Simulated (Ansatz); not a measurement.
## BBrH4OSi, SMILES BO[SiH2]Br: vertical energies of changing the electron count, step by step

Computed with Ansatz's Python interface.

Notebook, run cell by cell (the value of a cell's last expression is shown):

```python
import ansatz as az
```

```python
BASIS = 'def2-TZVP'
FUNCTIONAL = 'pbe'
```

```python
def single_point(molecule, charge=0, unpaired=0):
    calc = molecule.calculation().basis(gaussian=BASIS).functional(FUNCTIONAL).scf(lower_state_search='off')
    if charge:
        calc = calc.charge(charge)
    if unpaired:
        calc = calc.spin('collinear', total=unpaired)
    report = calc.run().report
    if report['published_state_doubts']:
        print('  doubts:', report['published_state_doubts'])
    return report['free_energy_ev']
```

```python
geometry_ang = [
    ('B', (-0.3903, 1.4044, -0.1461)),
    ('O', (-0.2456, 0.2642, -0.9958)),
    ('Si', (0.2428, -0.9722, 0.064)),
    ('Br', (0.6927, -2.8591, -1.097)),
    ('H', (0.448, 2.2097, -0.0169)),
    ('H', (-1.5007, 1.6891, 0.3094)),
    ('H', (1.563, -0.5839, 0.736)),
    ('H', (-0.7177, -1.2093, 1.0906)),
]
molecule = az.Crystal.molecule()
for symbol, xyz in geometry_ang:
    molecule = molecule.atom(symbol, xyz)
```

```python
parent = single_point(molecule, 0, 0)
cation = single_point(molecule, 1, 1)
print(f'E(N)   = {parent:.5f} eV')
print(f'E(N-1) = {cation:.5f} eV  (1 unpaired)')
print(f'vertical ionisation energy {cation - parent:.3f} eV')
```

    E(N)   = -80697.89050 eV
    E(N-1) = -80687.96009 eV  (1 unpaired)
    vertical ionisation energy 9.930 eV

At this unrelaxed geometry removing an electron costs 9.93 eV.

Reading the output:
- These settings explore the input space; basis and method may be short of convergence.
- The geometry is a force-field or estimated start, not a minimum of this method, and the basis set is short of its limit. All parts are taken at fixed geometry, without zero-point energy. At an unrelaxed start these energies can be a whole eV from those at the minimum, and a small affinity can change sign.
- Hardware and time: 11 s on 1 thread of Arm Neoverse V1 (shared host), peak memory 0.27 GiB.
